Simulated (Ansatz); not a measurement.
# ClH5SSi2: a ladder of functionals and wavefunction methods

The task here is to estimate one member of a computed series from the others.

The runs use Ansatz 0.2.0, Gaussian basis; functionals in def2-TZVPP, the program's frozen cores in correlated methods.

Plan: PBE-D4, r2SCAN-D4, PBE0-D4, B3LYP-D4, ωB97X-V, ωB97M-V, B2PLYP; CCSD(T)/def2-TZVPP; MP2/def2-QZVPP; extrapolation to the limit.

### The geometry

An earlier PBE0-D4 in a triple-zeta def2 set relaxation fixed the geometry.

9 atoms, charge 0, spin multiplicity 1.

Atoms are counted from 1 here; the program's logs count them from 0.

Bond lengths: Si1–S2 2.147 Å, Si1–H5 1.485 Å, Si1–H6 1.482 Å, Si1–H7 1.482 Å, S2–Si3 2.118 Å, Si3–Cl4 2.056 Å, Si3–H8 1.479 Å, Si3–H9 1.478 Å. Angles: S2–Si1–H5 109.5°, S2–Si1–H6 106.2°, S2–Si1–H7 110.9°, H5–Si1–H6 110.5°, H5–Si1–H7 109.7°, H6–Si1–H7 110.0°, Si1–S2–Si3 98.1°, S2–Si3–Cl4 112.0°, S2–Si3–H8 111.2°, S2–Si3–H9 106.7°, Cl4–Si3–H8 106.4°, Cl4–Si3–H9 108.6°, H8–Si3–H9 112.0°.

Set-up of the first run:

The input, in.yaml:

```yaml
crystal:
  periodic: [false, false, false]
  atoms:
    - {symbol: Si, position_ang: [-0.689108, 1.461915, -0.189550]}
    - {symbol: S, position_ang: [0.903002, 0.644966, 0.996709]}
    - {symbol: Si, position_ang: [0.710631, -1.377316, 0.399012]}
    - {symbol: Cl, position_ang: [0.941543, -1.605605, -1.630843]}
    - {symbol: H, position_ang: [-1.802334, 0.482274, -0.266871]}
    - {symbol: H, position_ang: [-1.129344, 2.695580, 0.504094]}
    - {symbol: H, position_ang: [-0.216516, 1.790667, -1.554835]}
    - {symbol: H, position_ang: [-0.630119, -1.907990, 0.728769]}
    - {symbol: H, position_ang: [1.786146, -2.126792, 1.082416]}
basis:
  gaussian: {orbitals: def2-TZVPP}
hamiltonian: {xc: pbe, dispersion: d4}
output: {forces: true, orbitals: {seedname: orbitals}}
```

Steps of the session up to this table: PBE-D4 (GGA); r2SCAN-D4 (meta-GGA); PBE0-D4 (hybrid); B3LYP-D4 (hybrid); ωB97X-V (range-separated); ωB97M-V (range-separated); B2PLYP (double hybrid); CCSD(T) in def2-TZVPP; MP2 in def2-QZVPP.

One of the session's tables, all rows but one given; the rest of the session is left out.

It belongs to the step «Atomisation energies». 

| method | atomisation energy (eV) |
| --- | --- |
| PBE-D4 | 27.907 |
| r2SCAN-D4 | 28.206 |
| PBE0-D4 | 27.848 |
| B3LYP-D4 | 27.917 |
| ωB97X-V | 28.431 |
| ωB97M-V | 28.286 |
| B2PLYP | 27.548 |
| HF/def2-TZVPP | 21.245 |
| MP2/def2-TZVPP | 27.475 |
| CCSD/def2-TZVPP | 26.953 |
| CCSD(T)/def2-TZVPP | 27.312 |
| MP2/CBS | 28.374 |
| CCSD(T)/CBS | ? |

Q: Estimate the row for CCSD(T)/CBS from the others.

The run gave: atomisation energy (eV): 28.211. In the column «atomisation energy (eV)» it lies between r2SCAN-D4 (28.206) and ωB97M-V (28.286).
